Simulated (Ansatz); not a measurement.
Task: energies of removing a hydrogen of AlCl2HO, SMILES [OH][Al]([Cl])[Cl], with the Python package of Ansatz (0.2.0). Give the script and its output. Level of theory (for the species named): PBE0, def2-SVPD basis, multiplicity 1, D4 dispersion.

```yaml
atoms:
  - { symbol: O, position_ang: [-0.1954, 1.3960, 0.3520] }
  - { symbol: Al, position_ang: [-0.1352, -0.3738, 0.0748] }
  - { symbol: Cl, position_ang: [1.1911, -1.5867, 1.3140] }
  - { symbol: Cl, position_ang: [-1.2639, -1.3227, -1.5106] }
  - { symbol: H, position_ang: [0.4533, 1.8135, -0.2716] }
```

The script, `run_bde.py`:
```python
'''X-H bond energies and deprotonation of AlCl2HO without relaxation.'''

import logging
import sys

import ansatz as az
from ase import Atoms

logging.basicConfig(stream=sys.stdout, format='%(name)s: %(message)s')
log = logging.getLogger('ansatz_job')
log.setLevel(logging.INFO)


def total_energy(molecule, charge=0, unpaired=0):
    calc = (
        molecule.calculation()
        .basis(gaussian='def2-SVPD')
        .functional('PBE0', dispersion='d4')
    )
    if charge:
        calc = calc.charge(charge)
    if unpaired:
        calc = calc.spin('collinear', total=unpaired)
    return calc.run(threads=1).report['free_energy_ev']

def without(molecule, index):
    rest = az.Crystal.molecule()
    for i, site in enumerate(molecule.cartesian_sites):
        if i != index:
            rest = rest.atom(site.symbol, site.position_ang)
    return rest

atoms = Atoms(['O', 'Al', 'Cl', 'Cl', 'H'], positions=[
    [-0.1954, 1.396, 0.352],
    [-0.1352, -0.3738, 0.0748],
    [1.1911, -1.5867, 1.314],
    [-1.2639, -1.3227, -1.5106],
    [0.4533, 1.8135, -0.2716],
])
system = az.Crystal.molecule_from_ase(atoms)

whole = total_energy(system, 0)
hydrogen = total_energy(az.Crystal.molecule().atom('H', (0, 0, 0)), 0, 1)
log.info(f'E(molecule) = {whole:.5f} eV, E(H) = {hydrogen:.5f} eV')
for index in [4]:
    radical = total_energy(without(system, index), 0, 1)
    log.info(f'H{index}: homolysis {23.060548 * (radical + hydrogen - whole):.1f} kcal/mol')
    anion = total_energy(without(system, index), -1)
    log.info(f'H{index}: loss of a proton {23.060548 * (anion - whole):.1f} kcal/mol')
```

Running `python run_bde.py` prints:
```text
ansatz_job: E(molecule) = -33686.23134 eV, E(H) = -13.61361 eV
ansatz_job: H4: homolysis 119.8 kcal/mol
ansatz_job: H4: loss of a proton 358.3 kcal/mol
```

Reading the output:
- Total energies depend on the basis set; only differences at equal settings carry meaning.
- The geometry is a force-field or estimated start, not a minimum of this method, and the basis set is short of its limit. All parts are taken at fixed geometry, without zero-point energy.
- Wall time of the script: 17 s on 1 thread of Intel(R) Xeon(R) 6975P-C (Granite Rapids), on a shared host, peak memory 0.38 GiB.

(Lines on the test bed's own set-up are left out of the output.)
